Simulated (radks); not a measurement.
**Polarisabilities and dispersion coefficients of In³⁺, Co⁺, Fe³⁺ and others**

Aim: static dipole polarisabilities and C6 coefficients, each species in its NIST ground configuration. After each ground state the linear response is solved; its values go to the run's result record, not to the log. Response by self-consistent Sternheimer equations with the Hartree and adiabatic LDA kernel.

Program: radks (a radial shooting solver on a logarithmic mesh, Libxc functionals) version 1. Level of theory: non-relativistic Kohn-Sham, LDA (Slater exchange, VWN5 correlation), spin-polarised, spherical densities, point nucleus; open shells are filled with parallel spins first. These are calculated values, not measurements, unless marked.

### 1 The system

- species: In³⁺ ([Kr] 4d10), Co⁺ ([Ar] 3d8), Fe³⁺ ([Ar] 3d5), Sc²⁺ ([Ar] 3d1), Cr³⁺ ([Ar] 3d3), Ti⁺ ([Ar] 3d2 4s1), S³⁺ ([Ne] 3s2 3p1), Fe ([Ar] 3d6 4s2)

In the logs a row gives level, spin channel, occupation and eigenvalue; Etot, Ekin, Encl (electron-nucleus), Eh (Hartree) and Exc are energies, all in hartree; err is the last residual, it the number of iterations.

### 2 In³⁺, [Kr] 4d10

Input:

```text
Z 49
configuration [Kr] 4d10
relativity non-relativistic
functional lda,vwn5
spin polarised
nucleus point
response adiabatic LDA kernel
```

Standard output:

```text
1s      1   1.0000        -984.73214252
2s      1   1.0000        -145.15174756
2p      1   3.0000        -135.70315496
3s      1   1.0000         -28.29461377
3p      1   3.0000         -24.41982670
3d      1   5.0000         -17.21323579
4s      1   1.0000          -5.13498343
4p      1   3.0000          -3.86738511
4d      1   5.0000          -1.79033936
1s      2   1.0000        -984.73214252
2s      2   1.0000        -145.15174756
2p      2   3.0000        -135.70315496
3s      2   1.0000         -28.29461377
3p      2   3.0000         -24.41982670
3d      2   5.0000         -17.21323579
4s      2   1.0000          -5.13498343
4p      2   3.0000          -3.86738511
4d      2   5.0000          -1.79033936
Etot -5735.399793445726
Ekin 5732.099511876155
Encl -13601.143802446128
Eh 2283.7199108592895
Exc -150.07541373504267
err 3.316744757947631e-09
it 14
```

4d is the highest filled level (-48.718 eV). The response step gives α = 3.369 bohr³ (5.007 without the induced potential) and C6 = 14.73 hartree bohr⁶.

Sizes of the orbitals, from the radial functions (bohr):

```csv
level,occupation,energy (eV),<r>,outermost maximum (interpolated),90 % within,nodes
2s,2,-3949.8,0.1344,0.114,0.207,1
2p,6,-3692.7,0.1147,0.0893,0.186,0
3s,2,-769.94,0.3623,0.328,0.532,2
3p,6,-664.50,0.3534,0.315,0.530,1
3d,10,-468.40,0.3246,0.258,0.512,0
4s,2,-139.73,0.8780,0.796,1.27,3
4p,6,-105.24,0.9335,0.827,1.38,2
4d,10,-48.718,1.143,0.924,1.78,1
```

The radial density on a logarithmic grid:

```csv
r (bohr),4πr²ρ (e/bohr)
0.00133,1.608
0.00197,3.308
0.00291,6.606
0.00431,12.62
0.00638,22.59
0.00944,36.74
0.0141,52.33
0.0208,61.07
0.0308,57.88
0.0456,53.72
0.0675,67.11
0.0999,78.82
0.148,61.32
0.221,59.33
0.327,59.34
0.483,25.38
0.715,20.87
1.06,17.75
1.57,5.529
2.32,0.7040
3.46,0.02467
```

### 3 Co⁺, [Ar] 3d8

Input: that of step 2 with these lines changed.

```diff
@@ -1,3 +1,3 @@
-Z 49
-configuration [Kr] 4d10
+Z 27
+configuration [Ar] 3d8
 relativity non-relativistic
```

Standard output:

```text
1s      1   1.0000        -275.72638515
2s      1   1.0000         -32.47712396
2p      1   3.0000         -28.24808908
3s      1   1.0000          -3.79789455
3p      1   3.0000          -2.53893734
3d      1   5.0000          -0.49232115
1s      2   1.0000        -275.72604139
2s      2   1.0000         -32.43872838
2p      2   3.0000         -28.21891424
3s      2   1.0000          -3.72426440
3p      2   3.0000          -2.46698518
3d      2   3.0000          -0.42983694
Etot -1379.8964438528646
Ekin 1378.2842107975434
Encl -3287.7606047822765
Eh 586.1580764145489
Exc -56.578126282680486
err 3.765393021818005e-09
it 16
```

3d down is the highest filled level (-11.696 eV). The response step gives α = 10.21 bohr³ (13.60 without the induced potential) and C6 = 36.38 hartree bohr⁶.

### 4 Fe³⁺, [Ar] 3d5

Input: that of step 3 with these lines changed.

```diff
@@ -1,3 +1,3 @@
-Z 27
-configuration [Ar] 3d8
+Z 26
+configuration [Ar] 3d5
 relativity non-relativistic
```

Standard output:

```text
1s      1   1.0000        -255.59190093
2s      1   1.0000         -30.98649721
2p      1   3.0000         -26.96062938
3s      1   1.0000          -4.79825933
3p      1   3.0000          -3.61603803
3d      1   5.0000          -1.67755240
1s      2   1.0000        -255.59116779
2s      2   1.0000         -30.87928518
2p      2   3.0000         -26.87898346
3s      2   1.0000          -4.58602914
3p      2   3.0000          -3.40821480
3d      2   0.0000          -1.48103001
Etot -1259.137320598157
Ekin 1257.699237627252
Encl -2967.327945882588
Eh 502.6224977500222
Exc -52.13111009284279
err 2.361498189224098e-09
it 15
```

Highest occupied level: 3d up at -45.649 eV. The response step gives α = 1.907 bohr³ (2.360 without the induced potential) and C6 = 4.689 hartree bohr⁶.

### 5 Sc²⁺, [Ar] 3d1

Input: that of step 4 with these lines changed.

```diff
@@ -1,3 +1,3 @@
-Z 26
-configuration [Ar] 3d5
+Z 21
+configuration [Ar] 3d1
 relativity non-relativistic
```

Standard output:

```text
1s      1   1.0000        -160.76116190
2s      1   1.0000         -17.77919399
2p      1   3.0000         -14.81243355
3s      1   1.0000          -2.56880108
3p      1   3.0000          -1.81184995
3d      1   1.0000          -0.68422842
1s      2   1.0000        -160.76138670
2s      2   1.0000         -17.76887278
2p      2   3.0000         -14.80442035
3s      2   1.0000          -2.53718825
3p      2   3.0000          -1.78042351
3d      2   0.0000          -0.65396637
Etot -757.9558696118165
Ekin 756.8346975840252
Encl -1785.4937710591894
Eh 307.28929377606323
Exc -36.5860899127156
err 3.996859704515344e-09
it 14
```

Highest occupied level: 3d up at -18.619 eV. The response step gives α = 4.942 bohr³ (6.483 without the induced potential) and C6 = 14.67 hartree bohr⁶.

### 6 Cr³⁺, [Ar] 3d3

Input: that of step 5 with these lines changed.

```diff
@@ -1,3 +1,3 @@
-Z 21
-configuration [Ar] 3d1
+Z 24
+configuration [Ar] 3d3
 relativity non-relativistic
```

Standard output:

```text
1s      1   1.0000        -215.33332600
2s      1   1.0000         -25.62399714
2p      1   3.0000         -22.02732502
3s      1   1.0000          -4.12467681
3p      1   3.0000          -3.11465923
3d      1   3.0000          -1.50108912
1s      2   1.0000        -215.33324673
2s      2   1.0000         -25.56867297
2p      2   3.0000         -21.98490469
3s      2   1.0000          -4.00209401
3p      2   3.0000          -2.99469589
3d      2   0.0000          -1.38749038
Etot -1040.1059358308273
Ekin 1038.808776246503
Encl -2443.583400533235
Eh 409.8949265955731
Exc -45.22623813966856
err 3.4980411909391715e-09
it 14
```

The top filled level is 3d up, -40.847 eV. The response step gives α = 2.178 bohr³ (2.822 without the induced potential) and C6 = 5.533 hartree bohr⁶.

### 7 Ti⁺, [Ar] 3d2 4s1

Input: that of step 6 with these lines changed.

```diff
@@ -1,3 +1,3 @@
-Z 24
-configuration [Ar] 3d3
+Z 22
+configuration [Ar] 3d2 4s1
 relativity non-relativistic
```

Standard output:

```text
1s      1   1.0000        -177.54142259
2s      1   1.0000         -19.72936666
2p      1   3.0000         -16.55462381
3s      1   1.0000          -2.55227007
3p      1   3.0000          -1.71715174
3d      1   2.0000          -0.45782669
4s      1   1.0000          -0.40571571
1s      2   1.0000        -177.53999141
2s      2   1.0000         -19.70490872
2p      2   3.0000         -16.53543568
3s      2   1.0000          -2.48541559
3p      2   3.0000          -1.65027903
3d      2   0.0000          -0.38965825
4s      2   0.0000          -0.34776279
Etot -847.0507123035367
Ekin 845.8507157573404
Encl -2002.832920372208
Eh 349.6395016882237
Exc -39.70800937689262
err 7.696305729844833e-10
it 14
```

4s up is the highest filled level (-11.040 eV). The response step gives α = 43.68 bohr³ (60.28 without the induced potential) and C6 = 269.2 hartree bohr⁶.

### 8 S³⁺, [Ne] 3s2 3p1

Input:

```text
Z 16
configuration [Ne] 3s2 3p1
relativity non-relativistic
functional lda,vwn5
spin polarised
nucleus point
response adiabatic LDA kernel
```

Standard output:

```text
1s      1   1.0000         -89.37978124
2s      1   1.0000          -9.23244924
2p      1   3.0000          -7.29121412
3s      1   1.0000          -1.93923902
3p      1   1.0000          -1.50807393
1s      2   1.0000         -89.37159002
2s      2   1.0000          -9.22308473
2p      2   3.0000          -7.27965318
3s      2   1.0000          -1.88566361
3p      2   0.0000          -1.45672787
Etot -394.2142289951253
Ekin 393.4634381615126
Encl -920.0335218701427
Eh 155.3892952100507
Exc -23.03344049654587
err 3.199696648526822e-09
it 13
```

Highest occupied level: 3p up at -41.037 eV. The response step gives α = 5.276 bohr³ (8.980 without the induced potential) and C6 = 13.88 hartree bohr⁶.

### 9 Fe, [Ar] 3d6 4s2

Input:

```text
Z 26
configuration [Ar] 3d6 4s2
relativity non-relativistic
functional lda,vwn5
spin polarised
nucleus point
response adiabatic LDA kernel
```

Standard output:

```text
1s      1   1.0000        -254.20366142
2s      1   1.0000         -29.57712232
2p      1   3.0000         -25.55553458
3s      1   1.0000          -3.41544616
3p      1   3.0000          -2.24132648
3d      1   5.0000          -0.34380426
4s      1   1.0000          -0.20998757
1s      2   1.0000        -254.20287189
2s      2   1.0000         -29.50175416
2p      2   3.0000         -25.49808295
3s      2   1.0000          -3.26381055
3p      2   3.0000          -2.09319770
3d      2   1.0000          -0.21391186
4s      2   1.0000          -0.18261252
Etot -1261.2232905762116
Ekin 1259.697871446076
Encl -3003.635008460914
Eh 535.7333658699763
Exc -53.01951943135003
err 3.9016386794743136e-09
it 14
```

The top filled level is 4s down, -4.969 eV. The response step gives α = 58.53 bohr³ (107.1 without the induced potential) and C6 = 515.0 hartree bohr⁶.

### 10 All runs together

```csv
species,−ε(HOMO) (eV),α (bohr³),α uncoupled (bohr³),C6 (hartree bohr⁶),C8 (hartree bohr⁸),recommended α (bohr³)
In³⁺,48.718,3.369,5.007,14.73,174.1,-
Co⁺,11.696,10.21,13.60,36.38,-,-
Fe³⁺,45.649,1.907,2.360,4.689,-,-
Sc²⁺,18.619,4.942,6.483,14.67,-,-
Cr³⁺,40.847,2.178,2.822,5.533,-,-
Ti⁺,11.040,43.68,60.28,269.2,-,-
S³⁺,41.037,5.276,8.980,13.88,-,-
Fe,4.969,58.53,107.1,515.0,-,62
```

In words: Uncoupled leaves out the potential induced by the response; C6 and C8 are for like pairs. Fe is the most polarisable and Fe³⁺ the least, a factor 30.7 apart. For the pair Fe–Fe³⁺ the Casimir-Polder integral gives C6 = 33.00, the rule 2·Ca·Cb/(Ca·αb/αa + Cb·αa/αb) on the like-pair values 30.06. Against the recommended values (Schwerdtfeger and Nagle, 2023 table) the misses are Fe -6 %. C8 is given only where no p, d or f shell is open. For heavy and open-shell atoms this level can miss by tens of per cent.
